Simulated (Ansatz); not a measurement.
# CH₆BNSSi: one species, many methods

The task here is to estimate one member of a computed series from the others.

Program: Ansatz 0.2.0, Gaussian basis. Level of theory: functionals in def2-TZVPP, the program's frozen cores in correlated methods. These are calculated values, not measurements.

Levels to be run: PBE-D4, r2SCAN-D4, PBE0-D4, B3LYP-D4, ωB97X-V, ωB97M-V, B2PLYP; CCSD(T)/def2-TZVPP; MP2/def2-QZVPP; extrapolation to the limit.

## Structure used throughout

All runs share one geometry, relaxed beforehand with PBE0-D4 in a triple-zeta def2 set.

SMILES `C[SiH]1SB1N`, 11 atoms, charge 0, spin multiplicity 1.

Atoms are counted from 1 here; the program's logs count them from 0.

Bond lengths: C1–Si2 1.866 Å, C1–H6 1.092 Å, C1–H7 1.094 Å, C1–H8 1.091 Å, Si2–S3 2.167 Å, Si2–B4 1.929 Å, Si2–H9 1.486 Å, S3–B4 1.811 Å, B4–N5 1.383 Å, N5–H10 1.004 Å, N5–H11 1.007 Å. Angles: Si2–C1–H6 110.8°, Si2–C1–H7 110.2°, Si2–C1–H8 110.5°, H6–C1–H7 108.0°, H6–C1–H8 108.7°, H7–C1–H8 108.6°, C1–Si2–S3 116.4°, C1–Si2–B4 125.7°, C1–Si2–H9 111.0°, S3–Si2–B4 52.1°, S3–Si2–H9 113.3°, B4–Si2–H9 122.0°, Si2–S3–B4 57.2°, Si2–B4–S3 70.7°, Si2–B4–N5 155.2°, S3–B4–N5 134.1°, B4–N5–H10 122.6°, B4–N5–H11 123.1° and more.

Coordinates:

```xyz
11

C    -1.89068    0.07649    0.81464
Si   -0.04725    0.36463    0.82304
S     1.20418   -1.40407    0.82212
B     1.18932   -0.21149   -0.54010
N     1.85211   -0.12584   -1.75109
H    -2.23582   -0.25480    1.79681
H    -2.41630    1.00285    0.56630
H    -2.15566   -0.68211    0.07663
H     0.33284    1.35330    1.86589
H     1.71206    0.63527   -2.39138
H     2.52060   -0.81122   -2.06208
```

Set-up of the first run:

in.yaml reads:

```yaml
crystal:
  periodic: [false, false, false]
  atoms:
    - {symbol: C, position_ang: [-1.890683, 0.076490, 0.814639]}
    - {symbol: Si, position_ang: [-0.047252, 0.364629, 0.823038]}
    - {symbol: S, position_ang: [1.204177, -1.404067, 0.822123]}
    - {symbol: B, position_ang: [1.189318, -0.211495, -0.540096]}
    - {symbol: N, position_ang: [1.852111, -0.125841, -1.751087]}
    - {symbol: H, position_ang: [-2.235815, -0.254801, 1.796811]}
    - {symbol: H, position_ang: [-2.416301, 1.002849, 0.566304]}
    - {symbol: H, position_ang: [-2.155656, -0.682112, 0.076630]}
    - {symbol: H, position_ang: [0.332844, 1.353298, 1.865893]}
    - {symbol: H, position_ang: [1.712061, 0.635272, -2.391375]}
    - {symbol: H, position_ang: [2.520596, -0.811223, -2.062079]}
basis:
  gaussian: {orbitals: def2-TZVPP}
hamiltonian: {xc: pbe, dispersion: d4}
output: {forces: true, orbitals: {seedname: orbitals}}
```

Started as:

```console
ansatz run in.yaml --threads 4 --pin off --events-out ev --progress --plain --max-ram 10444MiB
```

Steps of the session up to this table: PBE-D4 (GGA); r2SCAN-D4 (meta-GGA); PBE0-D4 (hybrid); B3LYP-D4 (hybrid); ωB97X-V (range-separated); ωB97M-V (range-separated); B2PLYP (double hybrid); CCSD(T) in def2-TZVPP; MP2 in def2-QZVPP.

One table of the session follows, with a row left open; its other results are not shown here.

| method | atomisation energy (kJ/mol) |
| --- | --- |
| PBE-D4 | 4160.2 |
| r2SCAN-D4 | 4095.8 |
| PBE0-D4 | 4096.9 |
| B3LYP-D4 | 4071.2 |
| ωB97X-V | 4090.9 |
| ωB97M-V | 4092.4 |
| B2PLYP | 4020.7 |
| HF/def2-TZVPP | 2955.1 |
| MP2/def2-TZVPP | ? |
| CCSD/def2-TZVPP | 3872.1 |
| CCSD(T)/def2-TZVPP | 3939.1 |
| MP2/CBS | 4122.1 |
| CCSD(T)/CBS | 4054.3 |

Q: Estimate the row for MP2/def2-TZVPP from the others.

**Answer.** atomisation energy (kJ/mol): 4006.9. In the column «atomisation energy (kJ/mol)» it lies between CCSD(T)/def2-TZVPP (3939.1) and B2PLYP (4020.7).

Caveats from the session: Free atoms (1 C, 1 Si, 1 S, 1 B, 1 N, 6 H) were run apart at each level; the atomisation energy is their sum less the molecule, without zero-point or spin-orbit terms.
